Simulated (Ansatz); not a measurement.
**C₆H₅N: one species, many methods**

An exercise on one series of results from a longer session: the logs are not shown, and one member is left open.

The runs use Ansatz 0.2.0, Gaussian basis; functionals in def2-TZVPP, the program's frozen cores in correlated methods.

The runs, in order: LDA (SPW92), PBE-D4, revPBE-D4, BLYP-D4, r2SCAN-D4, B97M-V, PBE0-D4, B3LYP-D4, r2SCANh-D4, r2SCAN0-D4, HSE06-D4, BHLYP-D4, CAM-B3LYP-D4, LC-ωPBE, ωB97X-V, ωB97M-V, B2PLYP, PBE-QIDH; CCSD(T)/def2-SVP; CCSD(T)/def2-TZVPP; MP2/def2-QZVPP; extrapolation to the limit; RPA on PBE.

### The geometry

All runs share one geometry, relaxed beforehand with PBE0-D4 in a triple-zeta def2 set.

SMILES `N#CC1=CCC=C1`, 12 atoms, charge 0, spin multiplicity 1.

Atoms are counted from 1 here; the program's logs count them from 0.

Bond lengths: N1–C2 1.152 Å, C2–C3 1.419 Å, C3–C4 1.348 Å, C3–C7 1.466 Å, C4–C5 1.487 Å, C4–H8 1.080 Å, C5–C6 1.492 Å, C5–H9 1.098 Å, C5–H10 1.098 Å, C6–C7 1.339 Å, C6–H11 1.081 Å, C7–H12 1.081 Å. Angles: N1–C2–C3 179.0°, C2–C3–C4 126.0°, C2–C3–C7 124.5°, C4–C3–C7 109.5°, C3–C4–C5 108.6°, C3–C4–H8 126.2°, C5–C4–H8 125.1°, C4–C5–C6 103.7°, C4–C5–H9 111.6°, C4–C5–H10 111.6°, C6–C5–H9 112.2°, C6–C5–H10 112.2°, H9–C5–H10 105.6°, C5–C6–C7 109.6°, C5–C6–H11 124.0°, C7–C6–H11 126.4°, C3–C7–C6 108.5°, C3–C7–H12 124.1° and more.

The first run:

The input, in.yaml:

```yaml
crystal:
  periodic: [false, false, false]
  atoms:
    - {symbol: N, position_ang: [0.888684, -3.255605, 1.010964]}
    - {symbol: C, position_ang: [0.594642, -2.189254, 0.689135]}
    - {symbol: C, position_ang: [0.245059, -0.878555, 0.271110]}
    - {symbol: C, position_ang: [-0.502662, 0.001488, 0.967207]}
    - {symbol: C, position_ang: [-0.628028, 1.251742, 0.172358]}
    - {symbol: C, position_ang: [0.148737, 0.962074, -1.067554]}
    - {symbol: C, position_ang: [0.652108, -0.277046, -1.001850]}
    - {symbol: H, position_ang: [-0.942077, -0.163323, 1.940297]}
    - {symbol: H, position_ang: [-1.678080, 1.491313, -0.041619]}
    - {symbol: H, position_ang: [-0.232150, 2.118852, 0.717525]}
    - {symbol: H, position_ang: [0.271998, 1.662470, -1.881422]}
    - {symbol: H, position_ang: [1.258870, -0.779356, -1.742153]}
basis:
  gaussian: {orbitals: def2-TZVPP}
hamiltonian: {xc: lda}
output: {orbitals: {seedname: orbitals}}
```

Steps of the session up to this table: LDA; PBE-D4 (GGA); revPBE-D4 (GGA); BLYP-D4 (GGA); r2SCAN-D4 (meta-GGA); B97M-V (meta-GGA); PBE0-D4 (hybrid); B3LYP-D4 (hybrid); r2SCANh-D4 (hybrid); r2SCAN0-D4 (hybrid); HSE06-D4 (hybrid); BHLYP-D4 (hybrid); CAM-B3LYP-D4 (range-separated); LC-ωPBE-D4 (range-separated; the results give it without D4); ωB97X-V (range-separated); ωB97M-V (range-separated); B2PLYP (double hybrid); PBE-QIDH (double hybrid).

One table of the session follows, with a row left open; its other results are not shown here.

It belongs to the step «Frontier levels by functional». 

| functional | HOMO (eV) | LUMO (eV) | gap (eV) |
| --- | --- | --- | --- |
| LDA (SPW92) | -6.37 | -2.77 | 3.60 |
| PBE-D4 | -6.15 | -2.55 | 3.60 |
| revPBE-D4 | -6.08 | -2.48 | 3.60 |
| BLYP-D4 | -5.97 | -2.41 | 3.56 |
| r2SCAN-D4 | -6.31 | -2.44 | 3.87 |
| B97M-V | -6.25 | -2.34 | 3.92 |
| PBE0-D4 | -7.16 | -1.66 | 5.50 |
| B3LYP-D4 | -6.94 | -1.86 | 5.08 |
| r2SCANh-D4 | -6.69 | -2.10 | 4.59 |
| r2SCAN0-D4 | ? | ? | ? |
| HSE06-D4 | -6.76 | -2.04 | 4.73 |
| BHLYP-D4 | -7.99 | -0.61 | 7.37 |
| CAM-B3LYP-D4 | -8.41 | -0.53 | 7.88 |
| LC-ωPBE | -9.76 | 0.55 | 10.31 |
| ωB97X-V | -9.37 | 0.51 | 9.88 |
| ωB97M-V | -9.29 | 0.45 | 9.73 |

Q: Estimate the row for r2SCAN0-D4 from the others.

Worked estimate for «HOMO (eV)». Against the share of exact exchange, r2SCAN-D4 (0, -6.31), r2SCANh-D4 (0.1, -6.69) give a slope of -3.80 per unit share; at 0.25 the line stands at -7.26.

**Answer.** HOMO (eV): -7.27; LUMO (eV): -1.60; gap (eV): 5.67. In «HOMO (eV)» the line misses by +0.01.
